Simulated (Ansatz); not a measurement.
# Molecular dynamics of Sc$_{8}$H$_{4}$Pt$_{8}$C

Input:

```yaml
accuracy: low
crystal:
  lattice:
    - [6.54, 0.0, 0.0]
    - [0.0, 6.54, 0.0]
    - [0.0, 0.0, 17.905]
  atoms:
    - { symbol: Sc, position: [0.25719489, 0.25057045, 0.13275455] }
    - { symbol: Pt, position: [0.0, 0.0, 0.0558503] }
    - { symbol: Sc, position: [0.23839225, 0.27621111, 0.30679279] }
    - { symbol: Pt, position: [0.02080063, -0.0140478, 0.21984601] }
    - { symbol: Sc, position: [0.28133916, 0.76060258, 0.13747308] }
    - { symbol: Pt, position: [0.0, 0.5, 0.0558503] }
    - { symbol: Sc, position: [0.2507262, 0.74937212, 0.30773404] }
    - { symbol: Pt, position: [-0.04073923, 0.54693661, 0.23691273] }
    - { symbol: Sc, position: [0.74338641, 0.27160177, 0.11608339] }
    - { symbol: Pt, position: [0.5, 0.0, 0.0558503] }
    - { symbol: Sc, position: [0.7772787, 0.23510713, 0.32685565] }
    - { symbol: Pt, position: [0.51067986, 0.0188016, 0.22873891] }
    - { symbol: Sc, position: [0.77287238, 0.73777014, 0.13183063] }
    - { symbol: Pt, position: [0.5, 0.5, 0.0558503] }
    - { symbol: Sc, position: [0.73197467, 0.77774801, 0.32760455] }
    - { symbol: Pt, position: [0.50031433, 0.49064152, 0.24708239] }
    - { symbol: C, position: [0.31149788, 0.10550122, 0.46702914] }
    - { symbol: H, position: [0.42947367, 0.06243234, 0.49705182] }
    - { symbol: H, position: [0.28937035, 0.27440731, 0.46589597] }
    - { symbol: H, position: [0.34025042, 0.04605963, 0.412868] }
    - { symbol: H, position: [0.15277798, 0.06413057, 0.47948929] }
basis:
  ecutwfc: 420.0
kpoints:
  mp_grid: { grid: [3, 3, 1] }
hamiltonian:
  xc: pbe
  dispersion: d3bj
scf:
  occupations: { method: fermi_dirac, width: 0.1 }
  lower_state_search: "off"
md:
  timestep: 0.75
  n_steps: 300
  ensemble: nve
  temperature: 1350.0
  initial_velocities: maxwell_boltzmann
  seed: 701897
  constraints: [{ sites: [1, 5, 9, 13] }]
```

Command:

```bash
$ ansatz run input.yaml --threads 4 --pin off --max-ram 10240MiB --backend cpu --events-out ev --progress --plain --runs-dir out
```

It goes on from the last frame of an earlier run, with new velocities.

Output, in part (step lines):

```
md step     0: t =     0.00 fs  T =  1350.0 K  F+E_penalty+E_count = -117600.63527194 eV  E_kin = 2.966517 eV  conserved = -117597.66875497 eV  (11 SCF iters)
[... lines left out ...]
```

The steps, from the saved trajectory:

```tsv
time (fs)	T (K)	potential energy less start (eV)	conserved less start (meV/atom)
0.0	1350	0.000	0.00
7.5	1459	-0.238	0.11
15.0	1504	-0.335	0.16
22.5	1509	-0.338	0.51
30.0	1440	-0.190	0.34
37.5	1417	-0.145	0.08
45.0	1280	0.162	0.34
52.5	1141	0.468	0.37
60.0	1210	0.310	0.15
67.5	1235	0.255	0.16
75.0	1222	0.285	0.25
82.5	1323	0.063	0.15
90.0	1396	-0.098	0.11
97.5	1378	-0.058	0.15
105.0	1480	-0.285	0.05
112.5	1432	-0.178	0.09
120.0	1431	-0.175	0.14
127.5	1451	-0.221	0.02
135.0	1304	0.103	0.08
142.5	1301	0.107	-0.01
150.0	1181	0.370	-0.04
157.5	988	0.799	0.20
165.0	1021	0.722	-0.10
172.5	1054	0.647	-0.14
180.0	976	0.831	0.47
187.5	1156	0.426	0.02
195.0	1202	0.324	-0.10
202.5	1043	0.688	0.63
210.0	1133	0.480	0.11
217.5	1112	0.522	-0.07
225.0	960	0.870	0.63
```

All steps were run. The conserved energy stayed within 0.66 meV per atom of its start (net change 0.63 meV per atom), so the integration is sound. A run of 0.23 ps of so small a system gives no equilibrium averages. Limits of this set-up: coarse k mesh, thin slab, slab without dipole correction, low accuracy level.

Mean squared displacements from the first frame to the last: Sc 0.24 Å², Pt 0.38 Å², C 7.06 Å², H 8.53 Å².

Last frame:

```xyz
21
Lattice="6.5400 0.0000 0.0000 0.0000 6.5400 0.0000 0.0000 0.0000 17.9050" Properties=species:S:1:pos:R:3
Sc 1.564 1.504 2.325
Pt 0.000 0.000 1.000
Sc 1.423 1.772 6.167
Pt -0.422 -0.018 5.162
Sc 1.699 4.696 2.284
Pt 0.000 3.270 1.000
Sc 1.467 4.885 5.841
Pt -0.029 2.805 4.267
Sc 4.805 1.702 2.532
Pt 3.270 0.000 1.000
Sc 4.316 1.609 5.855
Pt 2.977 -0.355 4.468
Sc 5.019 5.027 2.482
Pt 3.270 3.270 1.000
Sc 4.707 4.662 5.630
Pt 3.125 3.092 4.333
C 0.659 -0.561 10.259
H 0.825 0.035 11.254
H -0.478 -0.312 9.847
H 1.457 -0.191 9.502
H 0.688 -1.534 10.307
```

Run time: 27 min on 4 threads of Intel(R) Xeon(R) 6975P-C (Granite Rapids), with other jobs on the host, peak memory 2.6 GiB.
